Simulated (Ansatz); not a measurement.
# Zn2SnO3: the cost of one run

Computed with Ansatz 0.2.0 (DFT PBE, scalar-relativistic, plane waves, PAW, unless a step names another level, unless a step's input says otherwise).

7 further runs of the same task are left out: 6 that didn't finish, 1 set aside as unsound or not needed.

## (1) The starting structure

Symmetry: Cmc2_1, No. 36, orthorhombic system. The conventional cell has a = 10.397 Å, b = 5.678 Å, c = 5.763 Å, α = 90.00°, β = 90.00°, γ = 90.00°. Zn (site symmetry 1) has 4 O at 2.00 to 2.04 Å as nearest neighbours. Around Sn (site symmetry m) lie 3 O at 2.12 to 2.31 Å. O (site symmetry 1) is surrounded by 3 Zn at 2.00 to 2.04 Å and 1 Sn at 2.31 Å. O (site symmetry m) is surrounded by 2 Zn at 2.04 Å and 1 Sn at 2.12 Å.

Coordinates:

```cif
data_structure
_symmetry_space_group_name_H-M 'P 1'
_symmetry_Int_Tables_number 1
_cell_length_a 5.9233
_cell_length_b 5.9233
_cell_length_c 5.7629
_cell_angle_alpha 90.000
_cell_angle_beta 90.000
_cell_angle_gamma 57.275
_cell_volume 170.10
loop_
_atom_site_label
_atom_site_type_symbol
_atom_site_fract_x
_atom_site_fract_y
_atom_site_fract_z
_atom_site_occupancy
Zn1 Zn 0.49366 0.84733 0.99689 1
Zn2 Zn 0.15267 0.50634 0.99689 1
Zn3 Zn 0.84733 0.49366 0.49689 1
Zn4 Zn 0.50634 0.15267 0.49689 1
Sn1 Sn 0.22185 0.77815 0.51686 1
Sn2 Sn 0.77815 0.22185 0.01686 1
O1 O 0.54051 0.83279 0.34444 1
O2 O 0.16721 0.45949 0.34444 1
O3 O 0.85173 0.14827 0.47349 1
O4 O 0.83279 0.54051 0.84444 1
O5 O 0.45949 0.16721 0.84444 1
O6 O 0.14827 0.85173 0.97349 1
```

It came out lowest among 22 distinct ends of the trial cells. At a tolerance of 0.02 Å it has space group Cmc2_1 (No. 36).

## (2) Tight relaxation for the response runs, on the response runs' mesh and smearing

Contents of input.yaml:

```yaml
crystal:
  lattice:
    - [5.198679505, -2.8388333842, 0.0]
    - [5.198679505, 2.8388333842, 0.0]
    - [0.0, 0.0, 5.762867866]
  atoms:
    - { symbol: Zn, position: [0.4936636775, 0.8473285925, 0.9968875109] }
    - { symbol: Zn, position: [0.1526714075, 0.5063363225, 0.9968875109] }
    - { symbol: Zn, position: [0.8473285925, 0.4936636775, 0.4968875109] }
    - { symbol: Zn, position: [0.5063363225, 0.1526714075, 0.4968875109] }
    - { symbol: Sn, position: [0.2218482522, 0.7781517478, 0.5168629345] }
    - { symbol: Sn, position: [0.7781517478, 0.2218482522, 0.0168629345] }
    - { symbol: O, position: [0.5405144689, 0.8327924102, 0.3444357993] }
    - { symbol: O, position: [0.1672075898, 0.4594855311, 0.3444357993] }
    - { symbol: O, position: [0.8517265697, 0.1482734303, 0.473490445] }
    - { symbol: O, position: [0.8327924102, 0.5405144689, 0.8444357993] }
    - { symbol: O, position: [0.4594855311, 0.1672075898, 0.8444357993] }
    - { symbol: O, position: [0.1482734303, 0.8517265697, 0.973490445] }
basis:
  ecutwfc: 420
kpoints:
  mp_grid: { grid: [6, 6, 6] }
hamiltonian:
  xc: pbe
scf:
  occupations: { method: fixed }
output:
  forces: true
  stress: true
  eigenvalues: true
relax:
  adjacent_minimum: "off"
  f_tol: 0.001
  max_steps: 60
  cell: { stress_tol: 0.01 }
```

Run with:

```console
$ ansatz run input.yaml --threads 3 --pin off --max-ram 7680MiB --backend cpu --events-out ev --progress --plain --runs-dir out
```

Q: Estimate wall time and peak memory on 3 threads of Intel Xeon at 2.70GHz, shared host.

About 80 s, with a peak of 0.82 GiB.
